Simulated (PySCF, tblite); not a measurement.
# C₆H₈OS₂Si: geometry, infrared bands and NMR shifts

What infrared bands and NMR shifts should C₆H₈OS₂Si (`CC1=C(S[SiH3])C(=S)CC1=O`) show?

Programs: tblite 0.8.0 and PySCF 2.14.0, with density-fitted response routines of our own. Each step states its level of theory. These are calculated values for one molecule in the gas phase, unless marked as measured. Atoms are numbered from 0 throughout.

### 1 Starting geometry

18 atoms, charge 0, multiplicity 1; geometry from: force field or distance geometry start.

Bonds of the start (Å): C0–C1 1.47, C1–C2 1.36, C2–S3 1.70, S3–Si4 2.14, C2–C5 1.50, C5–S6 1.67, C5–C7 1.49, C7–C8 1.49, C8–O9 1.23, C8–C1 1.48, C0–H10 1.09, C0–H11 1.09, C0–H12 1.11, Si4–H13 1.48, Si4–H14 1.48, Si4–H15 1.48, C7–H16 1.10, C7–H17 1.10.

### 2 Optimising the geometry with GFN2-xTB

What the job is given:

```
{"job": {"kind": "relax", "xc": "GFN2-xTB", "basis": "xTB"}, "charge": 0, "multiplicity": 1}
C     -1.230300     1.850800    -0.445100
C     -0.919300     0.476900    -0.015300
C      0.141800    -0.025200     0.675300
S      1.460200     0.867400     1.281800
Si     2.989500     0.611600    -0.192100
C     -0.057100    -1.492900     0.881300
S      0.927400    -2.592400     1.672400
C     -1.335800    -1.926500     0.250900
C     -1.843400    -0.641800    -0.309800
O     -2.889600    -0.499000    -0.934200
H     -0.478900     2.576700    -0.148100
H     -1.330600     1.892400    -1.533000
H     -2.195100     2.179200     0.000500
H      3.211200    -0.831900    -0.455000
H      4.236000     1.277400     0.262200
H      2.505400     1.251000    -1.438500
H     -2.038700    -2.316500     0.996000
H     -1.161500    -2.650700    -0.560800
```

Command:

```
$ OMP_NUM_THREADS=1 python probes_run.py task.json out
```

The driver reads the jobs from task.json and runs them one after another.

**Question.** This job is followed by: GFN2-xTB harmonic vibrations, gas phase; GIAO PBE0/pcSseg-1 NMR shielding, non-relativistic, gas phase. Predict these results of the whole session: strongest single infrared mode (GFN2-xTB); zero-point energy (GFN2-xTB); ¹³C shifts against TMS (PBE0/pcSseg-1); ¹H shifts against TMS (PBE0/pcSseg-1, means over atoms taken as alike); ³³S shifts against CS2 (PBE0/pcSseg-1); ²⁹Si shifts against TMS (PBE0/pcSseg-1); ¹⁷O shifts against H2O (PBE0/pcSseg-1).

As calculated:

| quantity | value |
| --- | --- |
| strongest single infrared mode (GFN2-xTB) | 1734 cm⁻¹, 720 km/mol |
| zero-point energy (GFN2-xTB) | 74.0 kcal/mol |
| ¹³C shifts against TMS (PBE0/pcSseg-1) | 252.6, 203.0, 170.8, 155.8, 56.9, 12.9 ppm |
| ¹H shifts against TMS (PBE0/pcSseg-1, means over atoms taken as alike) | 5.46, 3.47, 2.24 ppm |
| ³³S shifts against CS2 (PBE0/pcSseg-1) | 857, -74 ppm |
| ²⁹Si shifts against TMS (PBE0/pcSseg-1) | -63.0 ppm |
| ¹⁷O shifts against H2O (PBE0/pcSseg-1) | 660.5 ppm |

In words: The optimisation took 212 steps and gained 0.526 eV; among the close pairs (by a distance rule), C2–C5 changed most, from 1.495 to 1.439 Å. No mode is imaginary among the 48: a minimum at this level. The strongest single mode, at 1734 cm⁻¹, moves mainly C8 and O9. GFN2-xTB is a fitted tight-binding method: band positions and strengths are rough. Its intensities can rank the bands wrongly. The most deshielded carbon is C5 (thiocarbonyl carbon), at 252.6 ppm: the small n→π* gap of C=S deshields it strongly. At PBE0/pcSseg-1: The largest span, 2399 ppm, is at S6, where the paramagnetic term is -1412 ppm.
